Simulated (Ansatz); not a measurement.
# Au: the cost of one run

Method: DFT LDA, scalar-relativistic, in Ansatz 0.2.0.

## (1) The structure to begin with

Symmetry: P6_3/mmc, No. 194, hexagonal system. The conventional cell has a = 2.900 Å, b = 2.900 Å, c = 4.880 Å, α = 90.00°, β = 90.00°, γ = 120.00°. Au (site symmetry -6m2) is surrounded by 12 Au at 2.90 to 2.96 Å.

Coordinates:

```xyz
2
Lattice="2.9000 0.0000 0.0000 -1.4500 2.5115 0.0000 0.0000 0.0000 4.8800" Properties=species:S:1:pos:R:3 pbc="T T T"
Au    0.0000    1.6743    3.6600
Au    1.4500    0.8372    1.2200
```

Atoms are numbered in the order of the input: Au1, Au2.

## (2) Volume × 0.94, LAPW

input.yaml reads:

```yaml
crystal:
  lattice:
    - [2.8407981581, 0.0, 0.0]
    - [-1.4203990791, 2.460203372, 0.0]
    - [0.0, 0.0, 4.7803802105]
  atoms:
    - { symbol: Au, position: [0.3333333333, 0.6666666667, 0.75] }
    - { symbol: Au, position: [0.6666666667, 0.3333333333, 0.25] }
kpoints:
  mp_grid: { grid: [14, 14, 8] }
  band_path:
    path:
      - [0.0, 0.0, 0.0]
      - [0.5, 0.0, 0.0]
      - [0.3333333333, 0.3333333333, 0.0]
      - [0.0, 0.0, 0.0]
      - [0.0, 0.0, 0.5]
      - [0.5, 0.0, 0.5]
      - [0.3333333333, 0.3333333333, 0.5]
      - [0.0, 0.0, 0.5]
      - [0.5, 0.0, 0.5]
    npoints: 5
scf:
  occupations: { method: fermi_dirac, width: 0.03 }
hamiltonian:
  xc: lda
  pseudopotentials: { kind: all_electron, lapw: { basis_error: 0.00025 } }
output:
  forces: true
  stress: true
  eigenvalues: true
```

On the command line:

```
$ ansatz run input.yaml --threads 1 --pin off --max-ram 3072MiB --backend cpu --events-out ev --progress --plain --runs-dir out
```

What time and memory should one allow on 1 thread of Arm Neoverse V2, shared host?

About 59 s, with a peak of 0.71 GiB.
